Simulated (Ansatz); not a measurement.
# AsH₃MgO (SMILES O[AsH][MgH]): one structure at several levels

An exercise on one series of results from a longer session: the logs are not shown, and one member is left open.

Method: single points in def2-TZVPP; program: Ansatz 0.2.0, Gaussian basis.

Correlated methods freeze the cores. Filled d shells of the heavier atoms are correlated. The outer core shell of Li, Na, Mg and K is correlated. B3LYP uses VWN-RPA correlation.

## Where the work starts

SMILES `O[AsH][MgH]`, 6 atoms, charge 0, spin multiplicity 1.

Atoms are counted from 1 here; the program's logs count them from 0.

Bond lengths: O1–As2 1.852 Å, O1–H4 1.022 Å, As2–Mg3 2.470 Å, As2–H5 1.602 Å, Mg3–H6 1.809 Å. Angles: As2–O1–H4 113.8°, O1–As2–Mg3 82.3°, O1–As2–H5 94.5°, Mg3–As2–H5 89.8°, As2–Mg3–H6 113.3°.

As a file:

```xyz
6
charge 0, multiplicity 1
O    -1.0314   -0.8052   -0.4673
As    0.4804   -0.3211   -1.4212
Mg    1.3345    0.1935    0.8389
H    -1.0353   -0.4677    0.4974
H     0.0350    1.2077   -1.5943
H     0.0675    0.0850    2.1256
```

Set-up of the first run:

Input file run/in.yaml:

```yaml
crystal:
  periodic: [false, false, false]
  atoms:
    - {symbol: O, position_ang: [-1.031400, -0.805200, -0.467300]}
    - {symbol: As, position_ang: [0.480400, -0.321100, -1.421200]}
    - {symbol: Mg, position_ang: [1.334500, 0.193500, 0.838900]}
    - {symbol: H, position_ang: [-1.035300, -0.467700, 0.497400]}
    - {symbol: H, position_ang: [0.035000, 1.207700, -1.594300]}
    - {symbol: H, position_ang: [0.067500, 0.085000, 2.125600]}
basis:
  gaussian: {orbitals: def2-TZVPP}
correlation: {method: ccsd_t}
output: {forces: true}
```

The command line of these runs was not kept.

Among the steps run: CCSD(T)/def2-TZVPP; PBE0-D4/def2-TZVPP; wB97M-V/def2-TZVPP; r2SCAN-D4/def2-TZVPP; PBE-D4/def2-TZVPP; CAM-B3LYP-D4/def2-TZVPP; B3LYP-D4/def2-TZVPP.

One of the session's tables, all rows but one given; the rest of the session is left out.

```
      method  RMS force component (eV/Å)  angle to CCSD(T) forces (°)  dipole (D)
     CCSD(T)                       0.820                    reference        5.41
     PBE0-D4                       0.809                          5.7        5.20
     wB97M-V                       0.849                          4.5        5.51
   r2SCAN-D4                       0.750                          3.7        5.03
      PBE-D4                       0.608                         13.2        4.62
CAM-B3LYP-D4                       0.853                          5.8        5.48
    B3LYP-D4                           ?                            ?           ?
```

Q: Estimate the row for B3LYP-D4 from the others.

The run gave: RMS force component (eV/Å): 0.782; angle to CCSD(T) forces (°): 5.8; dipole (D): 5.08. In the column «RMS force component (eV/Å)» it lies between r2SCAN-D4 (0.750) and PBE0-D4 (0.809).
